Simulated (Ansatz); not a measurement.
This script makes an atomisation energy of CH8GeN2, SMILES NC[NH][GeH3] with the Ansatz DFT code, driven from Python.

`ch8gen2_tae.py`
```python
# -*- coding: utf-8 -*-
'''Energy to split CH8GeN2 into its atoms.'''

from collections import Counter

import ansatz as az


def energy_of(molecule, charge=0, unpaired=0):
    calc = molecule.calculation().basis(gaussian='cc-pVDZ').correlation('mp2', electrons='valence')
    if charge:
        calc = calc.charge(charge)
    if unpaired:
        calc = calc.spin('collinear', total=unpaired)
    return calc.run(threads=1).report['free_energy_ev']


def main():
    geometry_ang = [
        ('N', [-1.4283, 1.4606, 0.456]),
        ('C', [-0.5606, 0.5934, -0.2306]),
        ('N', [0.0832, -0.2413, 0.7462]),
        ('Ge', [1.3839, -1.3719, -0.1254]),
        ('H', [-1.9506, 2.0721, -0.307]),
        ('H', [-0.9111, 2.1843, 1.0212]),
        ('H', [0.2215, 1.191, -0.7958]),
        ('H', [-1.0927, -0.0202, -0.9501]),
        ('H', [-0.6004, -0.8377, 1.2504]),
        ('H', [0.5397, -2.2476, -1.1259]),
        ('H', [2.3733, -0.5398, -0.836]),
        ('H', [2.019, -2.298, 0.9311]),
    ]
    mol = az.Crystal.molecule()
    for symbol, xyz in geometry_ang:
        mol = mol.atom(symbol, xyz)

    # unpaired electrons of the ground-state atoms
    unpaired = {'N': 3, 'C': 2, 'Ge': 2, 'H': 1}
    counts = Counter(site.symbol for site in mol.cartesian_sites)
    atom_energy = {s: energy_of(az.Crystal.molecule().atom(s, (0, 0, 0)), 0, unpaired[s]) for s in counts}
    whole = energy_of(mol, 0, 0)
    for s, e in atom_energy.items():
        print(f'{s:2s} x{counts[s]}  {e:14.5f} eV')
    print(f'CH8GeN2: {whole:.5f} eV')
    split = sum(counts[s] * e for s, e in atom_energy.items()) - whole
    print(f'atomisation energy (no zero-point term): {96.485332 * split:.1f} kJ/mol, {split / sum(counts.values()):.3f} eV an atom')


if __name__ == '__main__':
    main()
```

What does it cost to take this molecule apart into atoms?

3521.8 kJ/mol from the electronic energies, without the zero-point term.

The run itself:

Output of `python ch8gen2_tae.py`:
```text
N  x2     -1481.98256 eV
C  x1     -1026.91171 eV
Ge x1    -56473.06295 eV
H  x8       -13.58606 eV
CH8GeN2: -60609.12958 eV
atomisation energy (no zero-point term): 3521.8 kJ/mol, 3.042 eV an atom
```

Notes:
- These settings explore the input space; basis and method may be short of convergence.
- The geometry is a force-field or estimated start, not a minimum of this method, and the basis set is short of its limit. All parts are taken at fixed geometry, without zero-point energy.
- In double-zeta sets correlated atomisation energies come out some 10 to 15 % low.
- It ran for 3.4 s on 1 thread of Arm Neoverse V1 (shared host), peak memory 0.27 GiB.

(A comment or docstring line of the script was reworded after the run, the code is as it ran; lines on the test bed's own set-up are left out of the output.)
